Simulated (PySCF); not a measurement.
**RbS+: from the state search to spectroscopic constants**

What are the lowest state that PBE0 finds, the bond length, vibrational wavenumber and bond energy of RbS+, and how much do these hang on the method?

Method: Rb jorge-DZP-DKH, S jorge-DZP-DKH, spin-free X2C with a Gaussian nucleus; program: PySCF 2.14.0.

**1. Set-up**

A driver script around PySCF takes these settings:

```
atoms                         : Rb, S
charge                        : 1
basis                         : Rb jorge-DZP-DKH, S jorge-DZP-DKH
Hamiltonian                   : spin-free X2C with a Gaussian nucleus
basis functions               : 60
electrons treated             : 52
masses in u                   : 84.9118, 31.9721
levels                        : PBE0, PBE, r²SCAN, B3LYP, BLYP, MN15, HF, MP2, SCS-MP2, CCSD, CCSD(T)
grid                          : 80 radial by 434 angular points
occupations                   : held fixed by the projection of orbital angular momentum
dissociation limit            : Rb+ + S, each in its ground configuration
starting distance in angstrom : 3.145
values of 2S to try           : 0, 2
```

On the command line:

```
$ OMP_NUM_THREADS=1 python dia.py task.json out
```

After this run come: The PBE0 curve of the state that the search chose; Excited determinants; PBE (GGA); r²SCAN (meta-GGA); B3LYP; BLYP (GGA); MN15 (hybrid meta-GGA); UHF (mean field); Adding correlation.

What does the calculation give? Wanted: for each run, Re; ωe; De; μ.

**Answer**, as computed:

Lowest PBE0 solution found, without spin–orbit coupling: ³Σ⁻ (triplet), unpaired electrons π ↑↑. State 2 has its PBE0 minimum 0.27 eV higher. State 3 has its PBE0 minimum 0.44 eV higher, as a spin-mixed determinant (⟨S²⟩ = 1.01), so this is no gap between pure states. State 4 has its PBE0 minimum 0.70 eV higher, as a spin-mixed determinant (⟨S²⟩ = 1.01), so this is no gap between pure states. The other levels ran on the lowest alone.

```csv
level,Re (Å),ωe (cm⁻¹),De (eV),μ (D)
UHF,3.709,73.4,0.217,-4.13
UHF-MP2,3.664,75.7,0.236,n/a
UHF-SCS-MP2,3.678,74.7,0.231,n/a
UHF-CCSD,3.679,74.7,0.231,n/a
UHF-CCSD(T),3.677,74.9,0.234,n/a
PBE,3.550,83.8,0.295,-3.63
BLYP,3.614,78.7,0.270,-3.69
r²SCAN,3.571,81.9,0.285,-3.82
B3LYP,3.583,81.3,0.264,-3.75
PBE0,3.546,83.7,0.273,-3.74
MN15,3.538,84.7,0.306,-3.80
```

De is counted to Rb+ + S in their ground configurations. A positive dipole points from Rb to S; in an ion it is taken about the centre of mass and does not tell which atom is negative.

What this shows: The methods spread over 0.171 Å in bond length, from MN15 to UHF. CCSD(T) can't serve as the judge here: for a weak bond in this basis it is far from its limit. Of the levels with a De here, UHF gives the least (0.217 eV) and MN15 the most (0.306 eV).

Correlated steps freeze 14 core orbitals. The bond is weak, and basis-set superposition, which was not computed, may be a sizeable part of it. Spin–orbit coupling is left out.
